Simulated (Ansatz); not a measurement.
# LiSi16: the cost of one run

All numbers below are computed with Ansatz 0.2.0 (DFT PBE, plane waves, PAW, scalar-relativistic, no spin polarisation).

## (1) The system as given

The cell holds 17 atoms (LiSi16): a = 7.679 Å, b = 7.679 Å, c = 7.679 Å, α = 60.00°, β = 60.00°, γ = 60.00°.

The coordinates stand in the first input below.

## (2) Relaxing end A

input.yaml

```yaml
crystal:
  lattice:
    - [0.0, 5.43, 5.43]
    - [5.43, 0.0, 5.43]
    - [5.43, 5.43, 0.0]
  atoms:
    - { symbol: Si, position: [0.0, 0.0, 0.0] }
    - { symbol: Si, position: [0.125, 0.125, 0.125] }
    - { symbol: Si, position: [0.0, 0.0, 0.5] }
    - { symbol: Si, position: [0.125, 0.125, 0.625] }
    - { symbol: Si, position: [0.0, 0.5, 0.0] }
    - { symbol: Si, position: [0.125, 0.625, 0.125] }
    - { symbol: Si, position: [0.0, 0.5, 0.5] }
    - { symbol: Si, position: [0.125, 0.625, 0.625] }
    - { symbol: Si, position: [0.5, 0.0, 0.0] }
    - { symbol: Si, position: [0.625, 0.125, 0.125] }
    - { symbol: Si, position: [0.5, 0.0, 0.5] }
    - { symbol: Si, position: [0.625, 0.125, 0.625] }
    - { symbol: Si, position: [0.5, 0.5, 0.0] }
    - { symbol: Si, position: [0.625, 0.625, 0.125] }
    - { symbol: Si, position: [0.5, 0.5, 0.5] }
    - { symbol: Si, position: [0.625, 0.625, 0.625] }
    - { symbol: Li, position: [0.2438164, 0.747105, 0.2587037] }
total_charge: 1
basis:
  ecutwfc: 420.0
kpoints:
  mp_grid: { grid: [2, 2, 2] }
hamiltonian:
  xc: pbe
  pseudopotentials: { kind: paw, azcp: { folder: soft_1 } }
scf:
  occupations: { method: fermi_dirac, width: 0.05 }
  lower_state_search: "off"
relax:
  f_tol: 0.03
  max_steps: 60
  adjacent_minimum: "off"
```

Command:

```bash
> ansatz run input.yaml --threads 1 --pin off --max-ram 3072MiB --backend cpu --events-out ev --progress --plain --runs-dir out
```

What time and memory should one allow on 1 thread of Intel Xeon 6975P-C (Granite Rapids), shared host?

About 14 s, with a peak of 0.58 GiB.
